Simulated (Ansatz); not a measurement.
**TeH2N radical: one structure at several levels**

The task here is to estimate one member of a computed series from the others.

Method: single points in def2-TZVPP; program: Ansatz 0.2.0, Gaussian basis.

Cores are frozen in the correlated methods. Filled d shells of the heavier atoms are correlated. Core potentials replace the inner electrons past krypton, and spin-orbit coupling is left out. Orbitals are unrestricted.

## Where the work starts

SMILES `N[Te]`, 4 atoms, charge 0, spin multiplicity 2.

Atoms are counted from 1 here; the program's logs count them from 0.

Bond lengths: N1–Te2 2.007 Å, N1–H3 1.025 Å, N1–H4 1.019 Å. Angles: Te2–N1–H3 118.9°, Te2–N1–H4 115.0°, H3–N1–H4 118.4°.

As a file:

```xyz
4

N    -0.2795    0.1227   -0.0033
Te    1.5444   -0.0975    0.8052
H    -0.9738   -0.6192    0.1317
H    -0.3041    0.6572   -0.8706
```

The first run:

run/in.yaml reads:

```yaml
crystal:
  periodic: [false, false, false]
  atoms:
    - {symbol: N, position_ang: [-0.279500, 0.122700, -0.003300]}
    - {symbol: Te, position_ang: [1.544400, -0.097500, 0.805200]}
    - {symbol: H, position_ang: [-0.973800, -0.619200, 0.131700]}
    - {symbol: H, position_ang: [-0.304100, 0.657200, -0.870600]}
basis:
  gaussian: {orbitals: def2-TZVPP}
magnetization: {spin_polarized: true, initial_magnetization: 1}
correlation: {method: ccsd_t}
scf: {omitted_lower_state_checks: [cluster_reference]}
output: {forces: true}
```

No record of the launch command was kept for these runs.

Among the steps run: CCSD(T)/def2-TZVPP; PBE0-D4/def2-TZVPP; wB97M-V/def2-TZVPP; r2SCAN-D4/def2-TZVPP; PBE-D4/def2-TZVPP; r2SCAN0-D4/def2-TZVPP; SPW92/def2-TZVPP.

One of the session's tables, all rows but one given; the rest of the session is left out.

```
    method  RMS force component (eV/Å)  angle to CCSD(T) forces (°)  dipole (D)
   CCSD(T)                       0.386                    reference        1.44
   PBE0-D4                       0.416                          7.0        1.54
   wB97M-V                       0.431                          7.4        1.35
 r2SCAN-D4                           ?                            ?           ?
    PBE-D4                       0.217                         24.3        1.70
r2SCAN0-D4                       0.506                          8.7        1.52
     SPW92                       0.324                         39.6        1.77
```

Estimate the missing values for r2SCAN-D4.

**Answer.** RMS force component (eV/Å): 0.354; angle to CCSD(T) forces (°): 6.6; dipole (D): 1.68. In the column «RMS force component (eV/Å)» it lies between SPW92 (0.324) and CCSD(T) (0.386).
